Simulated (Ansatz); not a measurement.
# SnOSe: the cell at several levels of theory

One table from this session's results is given with a row withheld; the runs are named, their logs left out.

Program: Ansatz 0.2.0. PAW datasets, plane waves, zero pressure. Values at 0 K without nuclear motion; spin polarisation is off, and the phase may be a hypothetical one.

### Starting point

In-plane lattice: a = 3.383 Å, b = 3.383 Å, γ = 120.0°; thickness between the outer nuclei 2.75 Å. Around Sn lie 3 O at 2.39 Å and 3 Se at 2.39 Å; around O lie 3 Sn at 2.39 Å; around Se lie 3 Sn at 2.39 Å.

Structure file:

```
Sn O Se
1.0
     3.38348    0.00000    0.00000
    -1.69174    2.93018    0.00000
     0.00000    0.00000   18.00000
Sn O Se
1 1 1
Direct
  0.00000 0.00000 0.50000
  0.33333 0.66667 0.57638
  0.66667 0.33333 0.42362
```
Periodic in the plane only; c spans the vacuum.

Set-up of the first run:

input.yaml reads:

```yaml
crystal:
  lattice:
    - [3.38347589, 0.0, 0.0]
    - [-1.691737945, 2.9301760738, 0.0]
    - [0.0, 0.0, 18.0]
  atoms:
    - { symbol: Sn, position: [0.0, 0.0, 0.5] }
    - { symbol: O, position: [0.3333333333, 0.6666666667, 0.5763797179] }
    - { symbol: Se, position: [0.6666666667, 0.3333333333, 0.4236202821] }
  periodic: [true, true, false]
kpoints:
  mp_grid: { grid: [12, 12, 1] }
hamiltonian:
  xc: pbe
scf:
  occupations: { method: fermi_dirac, width: 0.02 }
relax:
  f_tol: 0.005
  cell: {}
output:
  write_density: true
  write_potential: true
  elf: true
  volumetric_format: npy
```

Steps of the session up to this table: Relaxation with PBE; Relaxing with r2SCAN; Relaxation with PBEsol; Relaxing with LDA; Relaxing with HSE06.

One table of the session follows, with a row left open; its other results are not shown here.

```
 level  a (Å)  area (Å²/atom)
   PBE  3.550           3.638
r2SCAN  3.517           3.570
PBEsol  3.496           3.528
   LDA      ?               ?
 HSE06  3.503           3.543
```

**Question.** Estimate the row for LDA.

The run gave: a (Å): 3.452; area (Å²/atom): 3.440. In the column «a (Å)» it is the lowest.

From the start to the first minimum the area moved by +10.1 %. LDA gives the smallest cell and PBE the largest; they differ by 5.7 % in area, a mean of 2.8 % in length. The meshes differ: PBE 12×12×1, r2SCAN 12×12×1, PBEsol 12×12×1, LDA 12×12×1, HSE06 6×6×1.

To keep in mind: Warnings in the runs' records: band table not solved further, xc potential rough in thin density, slab cell height set.
